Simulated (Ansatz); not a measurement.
This script drives the Ansatz DFT code, driven from Python.

`c2h5alge.py`
```python
"""One geometry of C2H5AlGe, method by method."""

import ansatz as az

BASIS = "def2-SVP"


def main() -> None:
    molecule = (
        az.Crystal.molecule()
        .atom("C", [-0.234, 1.1363, -2.6823])
        .atom("C", [0.1051, 0.9863, -1.5714])
        .atom("Al", [0.7046, 0.6799, 0.2246])
        .atom("Ge", [-0.0579, -1.2413, 1.4477])
        .atom("H", [-0.6241, 1.3427, -3.6984])
        .atom("H", [1.0741, 1.9926, 1.1035])
        .atom("H", [-0.0579, -2.4977, 0.5369])
        .atom("H", [0.7721, -1.4855, 2.7058])
        .atom("H", [-1.5935, -0.9595, 1.9166])
    )

    calc = (
        molecule.calculation()
        .basis(gaussian=BASIS)
        .scf(lower_state_search="light")
    )

    methods = ["mp2", "ccsd", "ccsd_t"]
    reports = [calc.correlation(m).run(threads=1).report for m in methods]
    print(f"Hartree-Fock reference {reports[0]['reference_energy_ev'] / 27.211386246:.6f} Ha")
    best = reports[-1]["free_energy_ev"] - reports[-1]["reference_energy_ev"]
    for method, each in zip(methods, reports):
        gained = each["free_energy_ev"] - each["reference_energy_ev"]
        print(f"{method:8s} total {each['free_energy_ev'] / 27.211386246:.6f} Ha  correlation {gained:9.4f} eV  ({100 * gained / best:.1f} % of the last)")


if __name__ == "__main__":
    main()
```

It is started by `python c2h5alge.py`. How long does it take on 1 thread of Arm Neoverse V2, on a shared host, and how much memory does it need?

It took about 19 s, with a peak of 0.46 GiB, for 3 runs of the engine.

```console
$ python c2h5alge.py
Hartree-Fock reference -2395.460416 Ha
mp2      total -2395.999464 Ha  correlation  -14.6682 eV  (90.4 % of the last)
ccsd     total -2396.036163 Ha  correlation  -15.6669 eV  (96.6 % of the last)
ccsd_t   total -2396.056558 Ha  correlation  -16.2218 eV  (100.0 % of the last)
```

Notes:
- These settings explore the input space; basis and method may be short of convergence.
- The geometry is a force-field or estimated start, not a minimum of this method, and the basis set is short of its limit. A lower total doesn't mark the better method: functionals have no common bound, and MP2 and coupled cluster aren't variational.
- Inner cores stay frozen; a filled d shell under the valence of the heavier atoms is correlated with it.

(Lines on the test bed's own set-up are left out of the output.)
